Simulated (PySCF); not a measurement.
# C₂H₈O₂Si₃: electronic excitations

What electronic excitations should C₂H₈O₂Si₃ (`C#C[SiH2][Si@@H](O)O[SiH3]`) show?

Computed with PySCF 2.14.0, with density-fitted response routines of our own, on a single molecule in the gas phase. Atoms count from 0, in the outputs and in this text.

### 1 Starting geometry

15 atoms, charge 0, multiplicity 1; geometry from: GFN2-xTB.

Bonds of the start (Å): C0–C1 1.20, C1–Si2 1.85, Si2–Si3 2.29, Si3–O4 1.63, Si3–O5 1.63, O5–Si6 1.61, C0–H7 1.05, Si2–H8 1.48, Si2–H9 1.47, Si3–H10 1.47, O4–H11 0.95, Si6–H12 1.46, Si6–H13 1.46, Si6–H14 1.46.

### 2 Excited states and response: PBE0/def2-SVPD

The job: settings as JSON, then the geometry in Å.

```
{"job": {"kind": "uv", "xc": "PBE0", "basis": "def2-SVPD", "nstates": 8, "ntriplets": 3}, "charge": 0, "multiplicity": 1}
C      2.168835     1.947007    -1.124125
C      2.009676     0.835401    -0.692426
Si     1.693698    -0.871620    -0.038933
Si    -0.542000    -1.344412    -0.219451
O     -0.723815    -2.698402     0.662249
O     -1.460664    -0.177815     0.459391
Si    -1.802214     1.348116     0.860240
H      2.321094     2.918245    -1.500947
H      2.251616    -0.868365     1.327360
H      2.541546    -1.769652    -0.843063
H     -1.167664    -1.523296    -1.534257
H     -1.583737    -3.004437     0.941387
H     -2.930909     1.222461     1.780979
H     -2.158335     2.062649    -0.364244
H     -0.621542     1.932109     1.494135
```

Level: TDDFT PBE0/def2-SVPD, vertical, gas phase, core orbitals frozen in the response.

The run is started by

```
$ OMP_NUM_THREADS=1 python probes_run.py task.json out
```

One launch serves the whole session: the jobs run in the order shown.

Predict these results of the whole session: lowest singlet (PBE0/def2-SVPD); brightest single state of those computed; lowest triplet.

As calculated:

```
                                quantity                        value
         lowest singlet (PBE0/def2-SVPD)  5.90 eV (210 nm), f = 0.009
brightest single state of those computed  state 6, 6.96 eV, f = 0.033
                          lowest triplet                      4.93 eV
```

In words: The first singlet state (HOMO→LUMO 0.74) lies at 5.90 eV and is weak; of the 8 states computed, the strongest absorption comes from state 6 at 6.96 eV. The lowest triplet lies 0.97 eV below the lowest singlet (triplets in Tamm-Dancoff, singlets in full TDDFT).
